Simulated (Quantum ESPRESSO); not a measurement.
# Tl4Ge (Im-3m) in Quantum ESPRESSO: band structure with vdW-DF2

Aim: the band structure of Tl4Ge with vdW-DF2.

Program: Quantum ESPRESSO 7.5. These are calculated values, not measurements. Logs are shortened: lines on timing, memory, paths and dates and some standing lists are left out, and cuts for length are marked.

### Step 1. The crystal as given

It takes space group Im-3m (No. 229, cubic). Conventional cell: a = 6.689 Å, b = 6.689 Å, c = 6.689 Å, α = 90.00°, β = 90.00°, γ = 90.00°. Around Tl (site symmetry -3m) lie 2 Ge at 2.90 Å. Ge (site symmetry m-3m) has 8 Tl at 2.90 Å as nearest neighbours.

The cell was built by a generator and needn't be a form met in nature.

### Step 2. Band structure, vdW-DF2

File pw.in:

```
&CONTROL
  calculation = 'scf'
  prefix = 'pwscf'
  outdir = './tmp'
  pseudo_dir = './pseudo'
  tprnfor = .true.
  tstress = .true.
  disk_io = 'low'
/
&SYSTEM
  ibrav = 0
  nat = 5
  ntyp = 2
  ecutwfc = 55
  ecutrho = 440
  nbnd = 44
  input_dft = 'vdw-df2'
  occupations = 'smearing'
  smearing = 'fd'
  degauss = 0.01469973
/
&ELECTRONS
  conv_thr = 1d-09
  electron_maxstep = 120
  mixing_beta = 0.5
/
ATOMIC_SPECIES
Tl   204.3800 Tl_pbe_v1.2.uspp.F.UPF
Ge    72.6300 ge_pbe_v1.4.uspp.F.UPF
CELL_PARAMETERS angstrom
  -3.3445713600    3.3445713600    3.3445713600
   3.3445713600   -3.3445713600    3.3445713600
   3.3445713600    3.3445713600   -3.3445713600
ATOMIC_POSITIONS crystal
Tl     0.0000000000    0.0000000000    0.5000000000
Tl     0.5000000000    0.0000000000    0.0000000000
Tl     0.0000000000    0.5000000000    0.0000000000
Tl     0.5000000000    0.5000000000    0.5000000000
Ge     0.0000000000    0.0000000000    0.0000000000
K_POINTS automatic
6 6 6 0 0 0
```

File bands.in:

```
&CONTROL
  calculation = 'bands'
  prefix = 'pwscf'
  outdir = './tmp'
  pseudo_dir = './pseudo'
  disk_io = 'low'
  verbosity = 'high'
/
&SYSTEM
  ibrav = 0
  nat = 5
  ntyp = 2
  ecutwfc = 55
  ecutrho = 440
  nbnd = 44
  input_dft = 'vdw-df2'
  occupations = 'smearing'
  smearing = 'fd'
  degauss = 0.01469973
/
&ELECTRONS
  conv_thr = 1d-08
  electron_maxstep = 120
  mixing_beta = 0.5
  diago_full_acc = .true.
/
ATOMIC_SPECIES
Tl   204.3800 Tl_pbe_v1.2.uspp.F.UPF
Ge    72.6300 ge_pbe_v1.4.uspp.F.UPF
CELL_PARAMETERS angstrom
  -3.3445713600    3.3445713600    3.3445713600
   3.3445713600   -3.3445713600    3.3445713600
   3.3445713600    3.3445713600   -3.3445713600
ATOMIC_POSITIONS crystal
Tl     0.0000000000    0.0000000000    0.5000000000
Tl     0.5000000000    0.0000000000    0.0000000000
Tl     0.0000000000    0.5000000000    0.0000000000
Tl     0.5000000000    0.5000000000    0.5000000000
Ge     0.0000000000    0.0000000000    0.0000000000
K_POINTS crystal
60
 0.0000000000  0.0000000000  0.0000000000 1
 0.0416666667 -0.0416666667  0.0416666667 1
 0.0833333333 -0.0833333333  0.0833333333 1
 0.1250000000 -0.1250000000  0.1250000000 1
 0.1666666667 -0.1666666667  0.1666666667 1
 0.2083333333 -0.2083333333  0.2083333333 1
 0.2500000000 -0.2500000000  0.2500000000 1
 0.2916666667 -0.2916666667  0.2916666667 1
 0.3333333333 -0.3333333333  0.3333333333 1
 0.3750000000 -0.3750000000  0.3750000000 1
 0.4166666667 -0.4166666667  0.4166666667 1
 0.4583333333 -0.4583333333  0.4583333333 1
 0.5000000000 -0.5000000000  0.5000000000 1
 0.4375000000 -0.4375000000  0.5000000000 1
 0.3750000000 -0.3750000000  0.5000000000 1
 0.3125000000 -0.3125000000  0.5000000000 1
 0.2500000000 -0.2500000000  0.5000000000 1
 0.1875000000 -0.1875000000  0.5000000000 1
 0.1250000000 -0.1250000000  0.5000000000 1
 0.0625000000 -0.0625000000  0.5000000000 1
 0.0000000000  0.0000000000  0.5000000000 1
 0.0000000000  0.0000000000  0.4444444444 1
 0.0000000000  0.0000000000  0.3888888889 1
 0.0000000000  0.0000000000  0.3333333333 1
 0.0000000000  0.0000000000  0.2777777778 1
 0.0000000000  0.0000000000  0.2222222222 1
 0.0000000000  0.0000000000  0.1666666667 1
 0.0000000000  0.0000000000  0.1111111111 1
 0.0000000000  0.0000000000  0.0555555556 1
 0.0000000000  0.0000000000  0.0000000000 1
 0.0227272727  0.0227272727  0.0227272727 1
 0.0454545455  0.0454545455  0.0454545455 1
 0.0681818182  0.0681818182  0.0681818182 1
 0.0909090909  0.0909090909  0.0909090909 1
 0.1136363636  0.1136363636  0.1136363636 1
 0.1363636364  0.1363636364  0.1363636364 1
 0.1590909091  0.1590909091  0.1590909091 1
 0.1818181818  0.1818181818  0.1818181818 1
 0.2045454545  0.2045454545  0.2045454545 1
 0.2272727273  0.2272727273  0.2272727273 1
 0.2500000000  0.2500000000  0.2500000000 1
 0.2708333333  0.1875000000  0.2708333333 1
 0.2916666667  0.1250000000  0.2916666667 1
 0.3125000000  0.0625000000  0.3125000000 1
 0.3333333333  0.0000000000  0.3333333333 1
 0.3541666667 -0.0625000000  0.3541666667 1
 0.3750000000 -0.1250000000  0.3750000000 1
 0.3958333333 -0.1875000000  0.3958333333 1
 0.4166666667 -0.2500000000  0.4166666667 1
 0.4375000000 -0.3125000000  0.4375000000 1
 0.4583333333 -0.3750000000  0.4583333333 1
 0.4791666667 -0.4375000000  0.4791666667 1
 0.5000000000 -0.5000000000  0.5000000000 1
 0.2500000000  0.2500000000  0.2500000000 1
 0.2083333333  0.2083333333  0.2916666667 1
 0.1666666667  0.1666666667  0.3333333333 1
 0.1250000000  0.1250000000  0.3750000000 1
 0.0833333333  0.0833333333  0.4166666667 1
 0.0416666667  0.0416666667  0.4583333333 1
 0.0000000000  0.0000000000  0.5000000000 1
```

Potentials or basis: SSSP 1.3 efficiency PBE.

The run is started by

```bash
$ OMP_NUM_THREADS=1 pw.x -in pw.in > pw.out
$ OMP_NUM_THREADS=1 pw.x -in bands.in > bands.out
```

pw.out:

```text
This program is part of the open-source Quantum ESPRESSO suite
     for quantum simulation of materials; please cite
         "P. Giannozzi et al., J. Phys.:Condens. Matter 21 395502 (2009);
         "P. Giannozzi et al., J. Phys.:Condens. Matter 29 465901 (2017);
         "P. Giannozzi et al., J. Chem. Phys. 152 154105 (2020);
     in publications or presentations arising from this work. More details at

     IMPORTANT: XC functional enforced from input :
     Exchange-correlation= VDW-DF2
                           (   1   4  13   0   2   0   0)
     Any further DFT definition will be discarded
     Please, verify this is what you really want

     Message from routine setup:
     using ibrav=0 with symmetry is DISCOURAGED, use correct ibrav instead

     G-vector sticks info
     --------------------
     sticks:   dense  smooth     PW     G-vecs:    dense   smooth      PW
     Sum        3949    1975    619               157291    55793    9693

     Using Slab Decomposition

     bravais-lattice index     =            0
     lattice parameter (alat)  =      10.9471  a.u.
     unit-cell volume          =    1009.8991 (a.u.)^3
     number of atoms/cell      =            5
     number of atomic types    =            2
     number of electrons       =        66.00
     number of Kohn-Sham states=           44
     kinetic-energy cutoff     =      55.0000  Ry
     charge density cutoff     =     440.0000  Ry
     scf convergence threshold =      1.0E-09
     mixing beta               =       0.5000
     number of iterations used =            8  plain     mixing
     Exchange-correlation= VDW-DF2
                           (   1   4  13   0   2   0   0)

     celldm(1)=  10.947122  celldm(2)=   0.000000  celldm(3)=   0.000000
     celldm(4)=   0.000000  celldm(5)=   0.000000  celldm(6)=   0.000000

     crystal axes: (cart. coord. in units of alat)
               a(1) = (  -0.577350   0.577350   0.577350 )
               a(2) = (   0.577350  -0.577350   0.577350 )
               a(3) = (   0.577350   0.577350  -0.577350 )

     reciprocal axes: (cart. coord. in units 2 pi/alat)
               b(1) = ( -0.000000  0.866025  0.866025 )
               b(2) = (  0.866025 -0.000000  0.866025 )
               b(3) = (  0.866025  0.866025  0.000000 )

     PseudoPot. # 1 for Tl read from file:
     Tl_pbe_v1.2.uspp.F.UPF
     Pseudo is Ultrasoft + core correction, Zval = 13.0
     Generated by new atomic code, or converted to UPF format
     Using radial grid of  899 points,  6 beta functions with:
                l(1) =   0
                l(2) =   0
                l(3) =   1
                l(4) =   1
                l(5) =   2
                l(6) =   2
     Q(r) pseudized with  6 coefficients,  rinner =    1.100   1.100   1.100
                                                       1.100   1.100

     PseudoPot. # 2 for Ge read from file:
     ge_pbe_v1.4.uspp.F.UPF
     Pseudo is Ultrasoft + core correction, Zval = 14.0
     Generated by new atomic code, or converted to UPF format
     Using radial grid of  873 points,  6 beta functions with:
                l(1) =   0
                l(2) =   0
                l(3) =   1
                l(4) =   1
                l(5) =   2
                l(6) =   2
     Q(r) pseudized with  8 coefficients,  rinner =    1.400   1.400   1.400
                                                       1.400   1.400

     atomic species   valence    mass     pseudopotential
     Tl               13.00   204.38000     Tl( 1.00)
     Ge               14.00    72.63000     Ge( 1.00)

     48 Sym. Ops., with inversion, found

   Cartesian axes

     site n.     atom                  positions (alat units)
         1        Tl     tau(   1) = (   0.2886751   0.2886751  -0.2886751  )
         2        Tl     tau(   2) = (  -0.2886751   0.2886751   0.2886751  )
         3        Tl     tau(   3) = (   0.2886751  -0.2886751   0.2886751  )
         4        Tl     tau(   4) = (   0.2886751   0.2886751   0.2886751  )
         5        Ge     tau(   5) = (   0.0000000   0.0000000   0.0000000  )

     number of k points=    16  Fermi-Dirac smearing, width (Ry)=  0.0147
                       cart. coord. in units 2pi/alat
        k(    1) = (   0.0000000   0.0000000   0.0000000), wk =   0.0092593
        k(    2) = (   0.1443376   0.1443376   0.0000000), wk =   0.1111111
        k(    3) = (   0.2886751   0.2886751   0.0000000), wk =   0.1111111
        k(    4) = (  -0.4330127  -0.4330127   0.0000000), wk =   0.0555556
        k(    5) = (   0.2886751   0.1443376   0.1443376), wk =   0.2222222
        k(    6) = (   0.4330127   0.2886751   0.1443376), wk =   0.4444444
[... 8 lines left out ...]
        k(   15) = (  -0.8660254  -0.1443376  -0.1443376), wk =   0.1111111
        k(   16) = (  -0.8660254  -0.8660254  -0.8660254), wk =   0.0092593

     Dense  grid:   157291 G-vectors     FFT dimensions: (  75,  75,  75)

     Smooth grid:    55793 G-vectors     FFT dimensions: (  54,  54,  54)

     Check: negative core charge=   -0.000002

     Initial potential from superposition of free atoms

     starting charge      65.9797, renormalised to      66.0000

     negative rho (up, down):  2.003E-01 0.000E+00

     %%%%%%%%%%%%%%%%%%%%%%%%%%%%%%%%%%%%%%%%%%%%%%%%%%%%%%%%%%%%%%%%%%%%%%%%
     %                                                                      %
     % You are using vdW-DF, which was implemented by the Thonhauser group. %
     % Please cite the following two papers that made this development      %
     % possible and the two reviews that describe the various versions:     %
     %                                                                      %
     %   T. Thonhauser et al., PRL 115, 136402 (2015).                      %
     %   T. Thonhauser et al., PRB 76, 125112 (2007).                       %
     %   K. Berland et al., Rep. Prog. Phys. 78, 066501 (2015).             %
     %   D.C. Langreth et al., J. Phys.: Condens. Matter 21, 084203 (2009). %
     %                                                                      %
     % If you are calculating stress with vdW-DF, please also cite:         %
     %                                                                      %
     %   R. Sabatini et al., J. Phys.: Condens. Matter 24, 424209 (2012).   %
     %                                                                      %
     %%%%%%%%%%%%%%%%%%%%%%%%%%%%%%%%%%%%%%%%%%%%%%%%%%%%%%%%%%%%%%%%%%%%%%%%

     %%%%%%%%%%%%%%%%%%%%%%%%%%%%%%%%%%%%%%%%%%%%%%%%%%%%%%%%%%%%%%%%%%%%%%%%
     %                                                                      %
     %  vdW-DF NEWS:                                                        %
     %                                                                      %
     %  * vdW-DF3 is now available. DOI: 10.1021/acs.jctc.0c00471           %
     %    use with input_dft = 'vdW-DF3-opt1' or 'vdW-DF3-opt2'             %
     %                                                                      %
     %  * Unscreened and range-separated hybrid vdW-DF-cx functionals       %
     %    DOI: 10.1063/1.4986522 and 10.1088/1361-648X/ac2ad2               %
     %    use with input_dft = 'vdW-DF-cx0'    and 'vdW-DF-ahcx'            %
     %  * Unscreened and range-separated hybrid vdW-DF2-b86r functionals    %
     %    DOI: 10.1063/1.4986522 and DOI: 10.1103/PhysRevX.12.041003        %
     %    use with input_dft = 'vdW-DF2-br0' and 'vdW-DF2-ahbr'             %
     %                                                                      %
     %%%%%%%%%%%%%%%%%%%%%%%%%%%%%%%%%%%%%%%%%%%%%%%%%%%%%%%%%%%%%%%%%%%%%%%%

     Starting wfcs are   45 randomized atomic wfcs

     Self-consistent Calculation

     iteration #  1     ecut=    55.00 Ry     beta= 0.50
     Davidson diagonalization with overlap
     ethr =  1.00E-02,  avg # of iterations =  3.1

     Threshold (ethr) on eigenvalues was too large:
     Diagonalizing with lowered threshold

     Davidson diagonalization with overlap
     ethr =  1.28E-04,  avg # of iterations =  8.9

     negative rho (up, down):  2.023E-01 0.000E+00

     total energy              =    -797.35287310 Ry
     estimated scf accuracy    <       0.10132245 Ry

     iteration #  2     ecut=    55.00 Ry     beta= 0.50
     Davidson diagonalization with overlap
     ethr =  1.54E-04,  avg # of iterations =  2.3
[... 60 lines left out ...]
     iteration #  9     ecut=    55.00 Ry     beta= 0.50
     Davidson diagonalization with overlap
     ethr =  1.14E-10,  avg # of iterations =  2.0

     negative rho (up, down):  2.061E-01 0.000E+00

     End of self-consistent calculation

          k = 0.0000 0.0000 0.0000 (  6963 PWs)   bands (ev):

   -15.2722 -15.2722 -15.2722 -15.2556 -15.2556  -3.3570  -2.8150  -2.8150
    -2.6024  -2.6024  -2.5724  -2.5724  -2.5724  -2.3365  -2.3365  -2.3365
    -2.2706  -2.2706  -2.2706  -2.1161  -2.1161  -2.1161  -1.8853  -1.8853
    -1.8853  -1.0445   4.5675   4.7869   4.7869   4.7869   6.1410   6.1410
     6.1410   8.8213   8.8213   8.8213  13.6203  13.6203  13.6203  13.7267
    13.7267  17.1295  18.3194  18.3194

          k = 0.1443 0.1443 0.0000 (  6925 PWs)   bands (ev):
[... 127 lines left out ...]
   -15.2692 -15.2692 -15.2692 -15.2552 -15.2552  -2.7674  -2.7674  -2.7674
    -2.6908  -2.6908  -2.6908  -2.4014  -2.4014  -2.4014  -2.3495  -2.3495
    -2.3495  -2.2982  -2.2982  -2.2982  -2.1579  -2.0806  -2.0806  -1.8722
    -1.8722  -0.0610   2.2111   2.2111   2.2111   6.7138   6.7138   7.0987
    10.4325  10.4325  10.4325  11.7866  11.7866  11.7866  11.8785  16.3712
    16.3712  16.3712  17.2347  17.2347

     the Fermi energy is     9.2573 ev

!    total energy              =    -797.39119906 Ry
     estimated scf accuracy    <          5.2E-10 Ry
     smearing contrib. (-TS)   =      -0.02947603 Ry
     internal energy E=F+TS    =    -797.36172303 Ry

     The total energy is F=E-TS. E is the sum of the following terms:
     one-electron contribution =    -272.04116489 Ry
     hartree contribution      =     191.42983536 Ry
     xc contribution           =    -310.66951566 Ry
     ewald contribution        =    -406.08087784 Ry

     convergence has been achieved in   9 iterations

     negative rho (up, down):  2.061E-01 0.000E+00

     Forces acting on atoms (cartesian axes, Ry/au):

     atom    1 type  1   force =    -0.00000000   -0.00000000   -0.00000000
     atom    2 type  1   force =    -0.00000000   -0.00000000   -0.00000000
     atom    3 type  1   force =    -0.00000000   -0.00000000   -0.00000000
     atom    4 type  1   force =    -0.00000000   -0.00000000   -0.00000000
     atom    5 type  2   force =    -0.00000000   -0.00000000   -0.00000000

     Total force =     0.000000     Total SCF correction =     0.000000

     Computing stress (Cartesian axis) and pressure

     negative rho (up, down):  2.061E-01 0.000E+00
          total   stress  (Ry/bohr**3)                   (kbar)     P=       89.18
   0.00060620   0.00000000   0.00000000           89.18        0.00        0.00
   0.00000000   0.00060620   0.00000000            0.00       89.18        0.00
   0.00000000   0.00000000   0.00060620            0.00        0.00       89.18

=------------------------------------------------------------------------------=
   JOB DONE.
=------------------------------------------------------------------------------=
```

Run time: 10 min. Hardware: 1 thread of Intel Xeon Platinum 8488C (Sapphire Rapids), shared host; peak memory 0.68 GiB.

Results:

| Item | Value |
| --- | --- |
| Free energy | -10849.0600 eV |
| Pressure | 8.9 GPa |
| Band gap on the k mesh | none (metal or under the smearing width) |

Levels at the corners of the path, in eV from the Fermi level:
| point | band 30 | band 31 | band 32 | band 33 | band 34 | band 35 |
| --- | --- | --- | --- | --- | --- | --- |
| Γ | -4.47 | -3.12 | -3.12 | -3.12 | -0.44 | -0.44 |
| H | -2.54 | -2.54 | -2.16 | 1.18 | 1.18 | 1.18 |
| N | -5.06 | -2.84 | 0.02 | 0.46 | 1.01 | 1.68 |
| Γ | -4.47 | -3.12 | -3.12 | -3.12 | -0.44 | -0.44 |
| P | -3.77 | -0.31 | -0.31 | -0.31 | 2.44 | 2.44 |
| H | -2.54 | -2.54 | -2.16 | 1.18 | 1.18 | 1.18 |
| P | -3.77 | -0.31 | -0.31 | -0.31 | 2.44 | 2.44 |
| N | -5.06 | -2.84 | 0.02 | 0.46 | 1.01 | 1.68 |

Caveat: the potentials were made for another functional, which shifts forces and pressure; some levels on the path didn't converge; spin-orbit coupling is left out, which moves the levels of the heavy elements.
